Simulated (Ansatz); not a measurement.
Geometry optimisation, DFT PBEsol, scalar-relativistic, plane waves, PAW in Ansatz.

Input file:

```yaml
crystal:
  lattice:
    - [7.67918, 0.0, 0.0]
    - [3.83959, 6.650365, 0.0]
    - [0.0, 0.0, 17.418765]
  atoms:
    - { symbol: H, position: [0.1666667, 0.1666667, 0.0574094] }
    - { symbol: H, position: [0.6666667, 0.1666667, 0.0574094] }
    - { symbol: H, position: [0.1666667, 0.6666667, 0.0574094] }
    - { symbol: H, position: [0.6666667, 0.6666667, 0.0574094] }
    - { symbol: Si, position: [0.1666667, 0.1666667, 0.1435234] }
    - { symbol: Si, position: [0.6666667, 0.1666667, 0.1435234] }
    - { symbol: Si, position: [0.1666667, 0.6666667, 0.1435234] }
    - { symbol: Si, position: [0.6666667, 0.6666667, 0.1435234] }
    - { symbol: Si, position: [-0.1666667, 0.3333333, 0.1885181] }
    - { symbol: Si, position: [0.3333333, 0.3333333, 0.1885181] }
    - { symbol: Si, position: [-0.1666667, 0.8333333, 0.1885181] }
    - { symbol: Si, position: [0.3333333, 0.8333333, 0.1885181] }
    - { symbol: Si, position: [-0.1666667, 0.3333333, 0.3235024] }
    - { symbol: Si, position: [0.3333333, 0.3333333, 0.3235024] }
    - { symbol: Si, position: [-0.1666667, 0.8333333, 0.3235024] }
    - { symbol: Si, position: [0.3333333, 0.8333333, 0.3235024] }
    - { symbol: Si, position: [0.0, 0.0, 0.3684971] }
    - { symbol: Si, position: [0.5, 0.0, 0.3684971] }
    - { symbol: Si, position: [0.0, 0.5, 0.3684971] }
    - { symbol: Si, position: [0.5, 0.5, 0.3684971] }
    - { symbol: Cu, position: [0.5504612, 0.9155831, 0.5074278], spin: 1.0 }
magnetization:
  spin_polarized: true
basis:
  ecutwfc: 420.0
kpoints:
  mp_grid: { grid: [2, 2, 1] }
hamiltonian:
  xc: pbesol
  pseudopotentials: { kind: paw, azcp: { folder: soft_1 } }
scf:
  occupations: { method: fermi_dirac, width: 0.05 }
  lower_state_search: "off"
relax:
  f_tol: 0.03
  max_steps: 60
  adjacent_minimum: "off"
  constraints: [{ sites: [0, 1, 2, 3, 4, 5, 6, 7] }]
```

Run as:

```bash
$ ansatz run input.yaml --threads 2 --pin off --max-ram 5120MiB --backend cpu --events-out ev --progress --plain --runs-dir out
```

Problem. Where does it end, and by what steps?

Solution. It converged. The force dipped under the threshold on the way, but the program's further checks kept it going. Limits of this set-up: thin slab, slab without dipole correction, PAW files made for another functional. After 11 steps the energy has fallen by 0.444 eV; Cu21 moved furthest, 0.60 Å.

```tsv
step	energy less start (eV)	largest force component (eV/Å)	accepted
0	0.0000	1.642	yes
1	-0.3526	0.910	yes
2	-0.4239	0.566	yes
3	-0.4375	0.060	yes
4	-0.4376	0.058	yes
5	-0.4380	0.017	yes
6	-0.4388	0.016	yes
7	-0.4416	0.063	yes
8	-0.4417	0.139	yes
9	-0.4430	0.069	yes
10	-0.4436	0.010	yes
11	-0.4436	0.010	yes
```

```xyz
21
Lattice="7.6792 0.0000 0.0000 3.8396 6.6504 0.0000 0.0000 0.0000 17.4188" Properties=species:S:1:pos:R:3
H 1.920 1.108 1.000
H 5.759 1.108 1.000
H 3.840 4.434 1.000
H 7.679 4.434 1.000
Si 1.920 1.108 2.500
Si 5.759 1.108 2.500
Si 3.840 4.434 2.500
Si 7.679 4.434 2.500
Si 0.000 2.217 3.249
Si 3.840 2.216 3.248
Si 1.919 5.542 3.247
Si 5.760 5.542 3.247
Si 0.000 2.217 5.613
Si 3.840 2.204 5.604
Si 1.910 5.547 5.603
Si 5.769 5.547 5.603
Si 0.000 -0.008 6.283
Si 3.840 -0.001 6.379
Si 1.927 3.329 6.284
Si 5.752 3.329 6.284
Cu 7.684 6.614 8.545
```

Whether the end is a true minimum wasn't checked by a vibrational analysis.

Run time: 3 min on 2 threads of Arm Neoverse V1, on a shared host, peak memory 1.4 GiB.
